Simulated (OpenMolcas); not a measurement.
# Au⁵⁺ among point charges: CASSCF and CASPT2 levels and susceptibility

How does a field of 4 point charges split the states of Au⁵⁺, and what χT follows?

The numbers are computed with OpenMolcas 26.06 (state-averaged CASSCF and CASPT2, spin-orbit coupling by RASSI with atomic mean-field integrals), except any that are marked as measured or tabulated.

### Step 1. The atom as given

* Species: Au⁵⁺ (gold, Z = 79, 74 electrons)
* Basis: ANO-RCC-VDZP [7s6p4d2f], 59 functions
* Scalar Hamiltonian: DKH2, point nucleus
* Inactive shells: 1s 2s 2p 3s 3p 3d 4s 4p 4d 4f 5s 5p
* Active space: 6 electrons in 5 orbitals (5d)
* Some configurations of this space: 5d⁶
* Orbitals: optimised for each spin and parity, averaged over all roots

The outer shells:

5d6
```
5d [↑↓][↑ ][↑ ][↑ ][↑ ]
```

The ion sits among 4 point charges of -1.3 e arranged as a tetrahedron (Td), 1.79 Å from the ion.

The work runs as a chain of OpenMolcas steps in one folder; each step below is one input file. Labels, J, g values, rates, χT and fits are worked out afterwards by a script from the matrices that RASSI stores.

### Step 2. Basis and integrals

Contents of a.inp:

```
&GATEWAY
Coord
1

Au 0.0 0.0 0.0
Basis=ANO-RCC-VDZP
Group=NoSym
NoMove
AngMom=0.0 0.0 0.0
AMFI
XField
4 Angstrom 0
1.033457 1.033457 1.033457 -1.300000
1.033457 -1.033457 -1.033457 -1.300000
-1.033457 1.033457 -1.033457 -1.300000
-1.033457 -1.033457 1.033457 -1.300000
&SEWARD
```

Launch:

```console
> OMP_NUM_THREADS=1 MOLCAS_MEM=1689 MOLCAS_PROJECT=a pymolcas a.inp > a.log
```

### Step 3. Reference wave functions, quintets, 5 roots

Contents of a.inp:

```
&RASSCF
FileOrb=start.orb
Symmetry=1
Spin=5
nActEl=6 0 0
Inactive=34
Ras2=5
CIRoot=5 5 1
SDav=5
CIMx=300
Iter=120 100
PrWF=0.3
OrbListing=Nothing
MaxOrb=0
>>> COPY $Project.JobIph JOB001
```

start.orb holds the contracted functions of the basis, ordered by shell, or the orbitals of the step before.

### Step 4. CASSCF: triplets, 45 roots

Contents of a.inp:

```
&RASSCF
FileOrb=start.orb
Symmetry=1
Spin=3
nActEl=6 0 0
Inactive=34
Ras2=5
CIRoot=45 45 1
SDav=45
CIMx=300
Iter=120 100
PrWF=0.3
OrbListing=Nothing
MaxOrb=0
>>> COPY $Project.JobIph JOB002
```

### Step 5. Reference wave functions, singlets, 50 roots

Contents of a.inp:

```
&RASSCF
FileOrb=start.orb
Symmetry=1
Spin=1
nActEl=6 0 0
Inactive=34
Ras2=5
CIRoot=50 50 1
SDav=50
CIMx=300
Iter=120 100
PrWF=0.3
OrbListing=Nothing
MaxOrb=0
>>> COPY $Project.JobIph JOB003
```

### Step 6. RASSI: spin-orbit coupling between the states

Contents of a.inp:

```
&RASSI
NrOfJobIphs=3 5 45 50
1 2 3 4 5
1 2 3 4 5 6 7 8 9 10 11 12 13 14 15 16 17 18 19 20 21 22 23 24 25 26 27
28 29 30 31 32 33 34 35 36 37 38 39 40 41 42 43 44 45
1 2 3 4 5 6 7 8 9 10 11 12 13 14 15 16 17 18 19 20 21 22 23 24 25 26 27
28 29 30 31 32 33 34 35 36 37 38 39 40 41 42 43 44 45 46 47 48 49 50
IphNames
JOB001
JOB002
JOB003
EJob
SpinOrbit
DIPRint=1.0
SOCoupling=1000.0
Subsets=2
Property=9
'ANGMOM' 1 'ANGMOM' 2 'ANGMOM' 3 'MLTPL  1' 1 'MLTPL  1' 2 'MLTPL  1' 3
'AMFI' 1 'AMFI' 2 'AMFI' 3
SOProperty=3
'ANGMOM' 1 'ANGMOM' 2 'ANGMOM' 3
```

### Step 7. CASPT2: IPEA 0.25, imaginary shift 0.1 (closed shells correlated: 4f 5s 5p)

Contents of a.inp:

```
>>> COPY JOB001 $Project.JobIph
&CASPT2
Multistate=5 1 2 3 4 5
NoMult
Frozen=23
IPEA=0.25
Imaginary=0.1
MaxIter=60
WThr=0.0 0.3 0.05
PrWF=0.5
NoMix
>>> COPY JOB002 $Project.JobIph
&CASPT2
Multistate=45 1 2 3 4 5 6 7 8 9 10 11 12 13 14 15 16 17 18 19 20 21 22
23 24 25 26 27 28 29 30 31 32 33 34 35 36 37 38 39 40 41 42 43 44 45
NoMult
Frozen=23
IPEA=0.25
Imaginary=0.1
MaxIter=60
WThr=0.0 0.3 0.05
PrWF=0.5
NoMix
>>> COPY JOB003 $Project.JobIph
&CASPT2
Multistate=50 1 2 3 4 5 6 7 8 9 10 11 12 13 14 15 16 17 18 19 20 21 22
23 24 25 26 27 28 29 30 31 32 33 34 35 36 37 38 39 40 41 42 43 44 45 46
47 48 49 50
NoMult
Frozen=23
IPEA=0.25
Imaginary=0.1
MaxIter=60
WThr=0.0 0.3 0.05
PrWF=0.5
NoMix
```

(Steps that only read results are left out.)

What does the calculation give? Wanted: spin-free ground state; first state of the same spin within the active space; lowest level; next level.

As calculated:

```
                                            quantity                                                                           value
                                              method  SS-CASPT2, IPEA 0.25, imaginary shift 0.1 (closed shells correlated: 4f 5s 5p)
                              spin-free ground state                                                  5E, 2-fold in its orbital part
first state of the same spin within the active space                                                                5T2 at 3030 cm⁻¹
                                        lowest level                                                                       1-fold A1
                                          next level                                                                      133.8 cm⁻¹
                                         χT at 300 K                                                                  4.86 cm³ K/mol
                           effective moment at 300 K                                                                         6.23 μB
```

Cost by method:

| method | time of its own steps | time with the reference |
| --- | --- | --- |
| A. CASSCF | 28 s | 28 s |
| B. SS-CASPT2, IPEA 0.25, imaginary shift 0.1, +4f 5s 5p | 22 s | 51 s |

Times are of one thread on a shared host.

The spin-free ground state (5E) comes to 100 % from free-ion D terms and keeps the highest spin of the shell. χT at 300 K is 4.86, against 3.01 cm³ K/mol for the spin alone, so orbital moment adds to it. An active space of the d shell alone favours high spin; real ions in strong fields can be low spin. CASPT2 does not keep the components of a term degenerate, and the means are used. An orbital doublet at a regular site is open to a Jahn-Teller distortion, which this geometry leaves out. The field of point charges can differ much from that of real complexes. This is an electrostatic model: the charges have no orbitals.
